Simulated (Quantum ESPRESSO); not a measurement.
Runs of Quantum ESPRESSO 7.5 on Al2Cl. Symmetry: Fm-3m, No. 225, cubic system. Conventional cell: a = 6.317 Å, b = 6.317 Å, c = 6.317 Å, α = 90.00°, β = 90.00°, γ = 90.00°. Al (site symmetry -43m) has 4 Cl at 2.74 Å as nearest neighbours. Cl (site symmetry m-3m) is surrounded by 8 Al at 2.74 Å. The cell was built by a generator and needn't be a form met in nature.

```csv
task,level,potentials or basis,cell,k mesh,cutoff (eV),iterations,rVV10 parameter b,form of the LDA correlation,mesh quality,gap on the mesh (eV),pressure (GPa)
energy-loss spectrum,PBE,PseudoDojo 0.4 SR PBE stringent,as given,"4 × 4 × 4, shifted",789,400,-,-,coarse,none,10.1
phonons,rev-vdW-DF2,SPMS 1.0 PBE,relaxed,"6 × 6 × 6, shifted",707,-,-,-,not flagged,none,0.0
phonons,rPW86PBE+rVV10,SPMS 1.0 PBE,relaxed,"6 × 6 × 6, shifted",707,-,6.3,-,not flagged,none,0.0
phonons,PBE+D3(BJ),SPMS 1.0 PBE,relaxed,"6 × 6 × 6, shifted",707,-,-,-,not flagged,none,0.0
phonons,PBE,SPMS 1.0 PBE,relaxed,"6 × 6 × 6, shifted",707,-,-,-,not flagged,none,0.0
phonons,PBEsol,PseudoDojo 0.4.1 SR PBEsol standard,relaxed,"4 × 4 × 4, shifted",789,-,-,-,coarse,none,0.0
phonons,vdW-DF-cx,PseudoDojo 0.4.1 SR PBE standard,relaxed,"4 × 4 × 4, shifted",789,-,-,-,coarse,none,0.1
phonons,WC,PseudoDojo 0.4.1 SR PBE standard,relaxed,"4 × 4 × 4, shifted",789,-,-,-,coarse,none,0.0
phonons,PBE,PseudoDojo 0.4.1 SR PBE standard,relaxed,"4 × 4 × 4, shifted",789,-,-,-,coarse,none,0.1
phonons,AM05,PseudoDojo 0.4.1 SR PBE standard,relaxed,"4 × 4 × 4, shifted",789,-,-,-,coarse,none,0.0
phonons,LDA,PseudoDojo 0.4.1 SR LDA standard,relaxed,"4 × 4 × 4, shifted",762,-,-,PW92,coarse,none,0.0
energy-loss spectrum,LDA,GBRV 1.5 LDA,as given,"4 × 4 × 4, shifted",612,300,-,PZ81,coarse,none,(a)
```

Alike in all rows: no spin polarisation; smearing fermi-dirac 0.05 eV.

Problem. Fill in the values left out.

Solution. (a) 7.3.

Caveats: some runs use coarse meshes; an odd number of electrons without spin polarisation forces a metal; a magnetic or distorted state may lie lower; some modes are imaginary (some runs); the mesh is thin for the phonons of a metal (some runs); the potentials were made for another functional, which shifts forces and pressure (some runs); the Lanczos chain is short for so many electrons, so humps in the spectrum may be artefacts (some runs).

A k mesh can miss the band edges.

A gap of «none» marks a metal or a gap under the smearing width.

Not every run made on this cell is shown here.
